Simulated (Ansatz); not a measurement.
# As₂+ (doublet): how energies converge with the basis set

How large a basis does As₂+ (doublet) need? Two functionals are run in growing sets.

The runs use Ansatz 0.2.0, Gaussian basis; one geometry, several basis sets.

Levels to be run: PBE0-D4/def2-SVP; ωB97M-V/def2-SVP; PBE0-D4/def2-QZVPP; ωB97M-V/def2-QZVPP; the functionals' def2-TZVPP values are taken from earlier runs.

## 1. Structure used throughout

An earlier PBE0-D4 in a triple-zeta def2 set relaxation fixed the geometry.

SMILES `[As]#[As+]`, 2 atoms, charge 1, spin multiplicity 2.

Atoms are counted from 1 here; the program's logs count them from 0.

Bond lengths: As1–As2 2.186 Å.

As a file:

```
As    0.93257   -0.30897    0.47854
As   -0.93257    0.30897   -0.47854
```

## 2. PBE0-D4 in def2-SVP

Contents of in.yaml:

```yaml
crystal:
  periodic: [false, false, false]
  atoms:
    - {symbol: As, position_ang: [0.932570, -0.308975, 0.478536]}
    - {symbol: As, position_ang: [-0.932570, 0.308975, -0.478536]}
basis:
  gaussian: {orbitals: def2-SVP}
total_charge: 1
magnetization: {spin_polarized: true, initial_magnetization: 1}
hamiltonian: {xc: pbe0, dispersion: d4}
output: {orbitals: {seedname: orbitals}}
```

Run with:

```bash
ansatz run in.yaml --threads 2 --pin off --events-out ev --progress --plain --max-ram 32768MiB --backend cpu
```

After this run come: ωB97M-V in def2-SVP; PBE0-D4 in def2-QZVPP; ωB97M-V in def2-QZVPP.

Before running them: what should the planned runs give, taken together? Wanted: PBE0-D4: double and triple zeta above quadruple; ωB97M-V: double and triple zeta above quadruple.

**Answer**, as computed:

| quantity | value |
| --- | --- |
| PBE0-D4: double and triple zeta above quadruple | 17.65, 2.62 eV |
| ωB97M-V: double and triple zeta above quadruple | 17.49, 2.54 eV |

In words: PBE0-D4 gains 15.03 eV from double to triple zeta, then 2.62 eV more. These are total energies; as a rule much of such shifts cancels in differences, which this series doesn't test.
